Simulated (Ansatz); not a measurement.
The system is VWC2.

```xyz
4
Lattice="1.5170 0.8759 4.9339 -1.5170 0.8759 4.9339 0.0000 -1.7517 4.9339" Properties=species:S:1:pos:R:3 pbc="T T T"
W     0.0000    0.0000    0.0000
V     0.0000    0.0000    7.4008
C     0.0000    0.0000    3.6485
C     0.0000    0.0000   11.1532
```

The cell comes from a database or a generator and needn't be the stable form of this composition.

Base run:

* Program: Ansatz 0.2.0
* Functional: LDA
* Potentials or basis: Ansatz PAW
* Cutoff: 420 eV
* Density cutoff: 1680 eV
* k mesh: 10 × 10 × 10
* Occupations: fermi-dirac, width 0.05 eV
* Spin: collinear spin, ferromagnetic start
* Starting moments: [0.0, 2.0, 0.0, 0.0] μB

Its results: band gap on the k mesh none (metal or under the smearing width); pressure -16.8 GPa; net moment 0.00 μB per cell; largest force 0.141 eV/Å.

Q: The run is repeated on the same cell with these changes: functional from LDA to r2SCAN; cutoff from 420 eV to 500 eV; density cutoff from 1680 eV to 2000 eV. What comes out?

A: Band gap on the k mesh none (metal or under the smearing width); pressure -4.2 GPa; net moment 0.55 μB per cell; site moments W -0.01; V +0.52; C -0.03 μB; largest force 0.234 eV/Å.

Caveats: the PAW data sets come from PBE, with cores solved anew for the run's functional, which leaves a small shift of forces and pressure; the magnetic or orbital state may not be the lowest (some runs).

Not every run made on this cell is shown here.
